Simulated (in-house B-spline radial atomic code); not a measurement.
# Excited states and polarisability of Ti¹⁰⁺ by several methods

Aim: excitation energies, oscillator strengths, polarisability and C6 of Ti¹⁰⁺ by linear response on several mean fields, with the cost of each.

Program: in-house B-spline radial atomic code version 1. Level of theory: linear response of a closed shell, each method with its own adiabatic kernel; non-relativistic; B-spline basis; no spin-orbit coupling, no double excitations; only terms of natural parity, (−1)^L, with L up to 3 are computed. These are calculated values, not measurements, unless marked.

## Step 1: The atom as given

- element: titanium (Z = 22)
- charge: +10
- configuration: [Ne] 3s2
- runs: TDHF; BSE on G0W0@HF; LDA (VWN5); PBE; PBE0; B3LYP; CAM-B3LYP; LC-ωPBE; ωB97X; HSE06; BHandHLYP; BLYP; PBEsol; BP86; exchange-only LDA; B97-1; RPBE; OLYP

Outer shells as boxes (Hund's rule):

Ti¹⁰⁺
```
[Ne] core
3s [↑↓]
```

## Step 2: TDHF

Input settings:

```ini
Z = 22
electrons = 12.0
configuration = [Ne] 3s2
hamiltonian = nr
method = hf
box_radius = 9.77
intervals = 50
```

The run is started by

```sh
$ python run_td.py task.json out
```

task.json lists these runs, among others, and the program works through them in turn.

## Step 3: BSE on G0W0@HF

Settings: those of step 2 with these lines changed.

```diff
@@ -4,3 +4,3 @@
 hamiltonian = nr
-method = hf
+method = bse
 box_radius = 9.77
```

## Step 4: LDA (VWN5)

Settings: those of step 3 with these lines changed.

```diff
@@ -4,3 +4,3 @@
 hamiltonian = nr
-method = bse
+method = lda,vwn
 box_radius = 9.77
```

## Step 5: PBE

Settings: those of step 4 with these lines changed.

```diff
@@ -4,3 +4,3 @@
 hamiltonian = nr
-method = lda,vwn
+method = pbe,pbe
 box_radius = 9.77
```

## Step 6: PBE0

Settings: those of step 5 with these lines changed.

```diff
@@ -4,3 +4,3 @@
 hamiltonian = nr
-method = pbe,pbe
+method = pbe0
 box_radius = 9.77
```

## Step 7: B3LYP

Settings: those of step 6 with these lines changed.

```diff
@@ -4,3 +4,3 @@
 hamiltonian = nr
-method = pbe0
+method = b3lyp
 box_radius = 9.77
```

## Step 8: CAM-B3LYP

Settings: those of step 7 with these lines changed.

```diff
@@ -4,3 +4,3 @@
 hamiltonian = nr
-method = b3lyp
+method = camb3lyp
 box_radius = 9.77
```

## Step 9: LC-ωPBE

Settings: those of step 8 with these lines changed.

```diff
@@ -4,3 +4,3 @@
 hamiltonian = nr
-method = camb3lyp
+method = lc_wpbe
 box_radius = 9.77
```

## Step 10: ωB97X

Settings: those of step 9 with these lines changed.

```diff
@@ -4,3 +4,3 @@
 hamiltonian = nr
-method = lc_wpbe
+method = wb97x
 box_radius = 9.77
```

## Step 11: HSE06

Settings: those of step 10 with these lines changed.

```diff
@@ -4,3 +4,3 @@
 hamiltonian = nr
-method = wb97x
+method = hse06
 box_radius = 9.77
```

## Step 12: BHandHLYP

Settings: those of step 11 with these lines changed.

```diff
@@ -4,3 +4,3 @@
 hamiltonian = nr
-method = hse06
+method = bhandhlyp
 box_radius = 9.77
```

## Step 13: BLYP

Settings: those of step 12 with these lines changed.

```diff
@@ -4,3 +4,3 @@
 hamiltonian = nr
-method = bhandhlyp
+method = b88,lyp
 box_radius = 9.77
```

## Step 14: PBEsol

Settings: those of step 13 with these lines changed.

```diff
@@ -4,3 +4,3 @@
 hamiltonian = nr
-method = b88,lyp
+method = pbesol
 box_radius = 9.77
```

## Step 15: BP86

Settings: those of step 14 with these lines changed.

```diff
@@ -4,3 +4,3 @@
 hamiltonian = nr
-method = pbesol
+method = b88,p86
 box_radius = 9.77
```

## Step 16: exchange-only LDA

Settings: those of step 15 with these lines changed.

```diff
@@ -4,3 +4,3 @@
 hamiltonian = nr
-method = b88,p86
+method = lda,
 box_radius = 9.77
```

## Step 17: B97-1

Settings: those of step 16 with these lines changed.

```diff
@@ -4,3 +4,3 @@
 hamiltonian = nr
-method = lda,
+method = b97_1
 box_radius = 9.77
```

## Step 18: RPBE

Settings: those of step 17 with these lines changed.

```diff
@@ -4,3 +4,3 @@
 hamiltonian = nr
-method = b97_1
+method = rpbe,pbe
 box_radius = 9.77
```

## Step 19: OLYP

Settings: those of step 18 with these lines changed.

```diff
@@ -4,3 +4,3 @@
 hamiltonian = nr
-method = rpbe,pbe
+method = optx,lyp
 box_radius = 9.77
```

What does the calculation give? Wanted: for each run, threshold; 3s→3p ¹P; 3s→3p ³P, Tamm-Dancoff; α; C6.

As calculated:

```csv
run,threshold (eV),3s→3p ¹P (eV),"3s→3p ³P, Tamm-Dancoff (eV)",α (bohr³),C6 (hartree bohr⁶),time
TDHF,261.47,30.636,19.248,0.7582,0.5237,0.4 s
BSE on G0W0@HF,264.11,31.503,20.584,0.6959,0.4561,0.7 s
LDA (VWN5),252.52,31.198,21.133,0.7011,0.4603,0.2 s
PBE,252.45,31.076,20.675,0.7159,0.4768,0.3 s
PBE0,255.00,30.905,20.419,0.7291,0.4909,0.4 s
B3LYP,254.76,31.106,20.218,0.7156,0.4768,0.4 s
CAM-B3LYP,256.74,31.154,20.251,0.7137,0.4751,0.6 s
LC-ωPBE,258.15,31.111,20.699,0.7144,0.4755,0.5 s
ωB97X,257.82,31.146,20.938,0.7159,0.4777,0.6 s
HSE06,254.68,31.096,20.641,0.7203,0.4825,0.6 s
BHandHLYP,257.58,30.946,19.775,0.7305,0.4930,0.4 s
BLYP,252.55,31.239,20.217,0.7057,0.4665,0.3 s
PBEsol,252.26,30.974,20.556,0.7181,0.4783,0.3 s
BP86,252.67,31.045,20.707,0.7170,0.4778,0.3 s
exchange-only LDA,250.62,31.315,20.326,0.6980,0.4582,0.2 s
B97-1,254.54,30.782,20.492,0.7339,0.4952,0.4 s
RPBE,252.29,30.798,20.307,0.7311,0.4920,0.3 s
OLYP,252.26,30.176,18.849,0.7599,0.5194,0.3 s
```

α runs from 0.696 (BSE on G0W0@HF) to 0.760 bohr³ (OLYP). The semilocal functionals put the threshold at 250.62 to 252.67 eV, under Hartree-Fock's 261.47 eV, through self-interaction. In this BSE only levels near the gap carry their own quasi-particle shift; deeper ones move rigidly and higher empty ones not at all.
